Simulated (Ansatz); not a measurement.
# Cl3HSi: the cost of one run

Method: PBE0-D4/def2-TZVP structures, single points in def2-TZVPP, no counterpoise correction; program: Ansatz 0.2.0, Gaussian basis.

Levels: SPW92, PBE-D4, BLYP-D4, r2SCAN-D4, B97M-V, PBE0-D4, B3LYP-D4, r2SCAN0-D4, BHLYP-D4, CAM-B3LYP-D4, wB97X-V, wB97M-V, B2PLYP, PBE-QIDH, RPA on PBE, Hartree-Fock, MP2, CCSD, CCSD(T).

Correlated methods freeze the cores. B3LYP uses VWN-RPA correlation. B2PLYP carries no dispersion term here.

94 further runs of the same task are left out: 94 set aside as unsound or not needed.

## (1) Where the work starts

The complex: 8 atoms, charge 0, spin multiplicity 1.

Atoms are counted from 1 here; the program's logs count them from 0.

Bond lengths: Si1–H2 1.463 Å, Si1–Cl3 2.038 Å, Si1–Cl4 2.039 Å, Si1–Cl5 2.038 Å, H6–O7 0.960 Å, O7–H8 0.960 Å. Angles: H2–Si1–Cl3 111.6°, H2–Si1–Cl4 108.6°, H2–Si1–Cl5 111.6°, Cl3–Si1–Cl4 107.5°, Cl3–Si1–Cl5 109.8°, Cl4–Si1–Cl5 107.5°, H6–O7–H8 105.3°.

Coordinates:

```xyz
8
Cl3H3OSi
Si   -0.96395    0.44884   -0.49498
H    -1.29963   -0.01465    0.85150
Cl   -0.32585   -1.08201   -1.67942
Cl   -2.64105    1.22866   -1.35247
Cl    0.44399    1.92177   -0.45364
H     1.93993   -0.15093    1.23029
O     1.25753   -0.82676    1.23445
H     1.58903   -1.52492    0.66425
```

Its parts: SiHCl₃ holds atoms 1, 2, 3, 4, 5; H₂O holds atoms 6, 7, 8. Each part counts its atoms afresh in its own runs.

## (2) Relaxing SiHCl₃ alone

Input file relax-a/in.yaml:

```yaml
crystal:
  periodic: [false, false, false]
  atoms:
    - {symbol: Si, position_ang: [-0.963952, 0.448837, -0.494976]}
    - {symbol: H, position_ang: [-1.299631, -0.014650, 0.851505]}
    - {symbol: Cl, position_ang: [-0.325853, -1.082008, -1.679420]}
    - {symbol: Cl, position_ang: [-2.641045, 1.228660, -1.352469]}
    - {symbol: Cl, position_ang: [0.443993, 1.921773, -0.453639]}
basis:
  gaussian: {orbitals: def2-TZVP}
hamiltonian: {xc: pbe0, dispersion: d4}
relax: {f_tol: 0.005, max_steps: 200}
```

Run with:

```
> ansatz run in.yaml --threads 8 --pin off --events-out ev --progress --plain --max-ram 19148MiB
```

**Question.** How long does this run take on 8 threads of AMD EPYC 7B13, shared host?

About 4.4 s.
